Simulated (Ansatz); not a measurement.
# Ga3W: the cost of one run

Method: DFT PBE, scalar-relativistic, plane waves, PAW, in Ansatz 0.2.0.

## 1. Starting point

It takes space group P6_3/mmc (No. 194, hexagonal). The conventional cell has a = 5.854 Å, b = 5.854 Å, c = 4.699 Å, α = 90.00°, β = 90.00°, γ = 120.00°. Around Ga (site symmetry mm2) lie 4 W at 2.89 to 2.93 Å and 8 Ga at 2.90 to 2.93 Å. W (site symmetry -6m2) is surrounded by 12 Ga at 2.89 to 2.93 Å.

Coordinates:

```cif
data_structure
_symmetry_space_group_name_H-M 'P 1'
_symmetry_Int_Tables_number 1
_cell_length_a 5.8540
_cell_length_b 5.8540
_cell_length_c 4.6987
_cell_angle_alpha 90.000
_cell_angle_beta 90.000
_cell_angle_gamma 120.000
_cell_volume 139.45
loop_
_atom_site_label
_atom_site_type_symbol
_atom_site_fract_x
_atom_site_fract_y
_atom_site_fract_z
_atom_site_occupancy
Ga1 Ga 0.83300 0.66600 0.25000 1
Ga2 Ga 0.16700 0.83300 0.75000 1
Ga3 Ga 0.33400 0.16700 0.25000 1
Ga4 Ga 0.16700 0.33400 0.75000 1
Ga5 Ga 0.83300 0.16700 0.25000 1
Ga6 Ga 0.66600 0.83300 0.75000 1
W1 W 0.33333 0.66667 0.25000 1
W2 W 0.66667 0.33333 0.75000 1
```

This is candidate A: Ni3Sn (D0_19) type (P6_3/mmc, No. 194).

(A quick probe on a coarse mesh, which set the mesh and smearing, is not shown.)

## 3. Coarse relaxation (candidate A)

input.yaml reads:

```yaml
crystal:
  lattice:
    - [5.8539816117, 0.0, 0.0]
    - [-2.9269908058, 5.069696789, 0.0]
    - [0.0, 0.0, 4.6987234677]
  atoms:
    - { symbol: Ga, position: [0.833, 0.666, 0.25] }
    - { symbol: Ga, position: [0.167, 0.833, 0.75] }
    - { symbol: Ga, position: [0.334, 0.167, 0.25] }
    - { symbol: Ga, position: [0.167, 0.334, 0.75] }
    - { symbol: Ga, position: [0.833, 0.167, 0.25] }
    - { symbol: Ga, position: [0.666, 0.833, 0.75] }
    - { symbol: W, position: [0.3333333333, 0.6666666667, 0.25] }
    - { symbol: W, position: [0.6666666667, 0.3333333333, 0.75] }
basis:
  ecutwfc: 420
kpoints:
  mp_grid: { grid: [3, 3, 4] }
hamiltonian:
  xc: pbe
scf:
  occupations: { method: gaussian, width: 0.1 }
  lower_state_search: "off"
output:
  forces: true
  stress: true
  eigenvalues: true
relax:
  adjacent_minimum: "off"
  f_tol: 0.04
  max_steps: 70
  cell: { stress_tol: 0.4 }
```

Run with:

```console
$ ansatz run input.yaml --threads 1 --pin off --max-ram 2560MiB --backend cpu --events-out ev --progress --plain --runs-dir out
```

What time and memory should one allow on 1 thread of Arm Neoverse V1, shared host?

About 41 s, with a peak of 0.42 GiB.
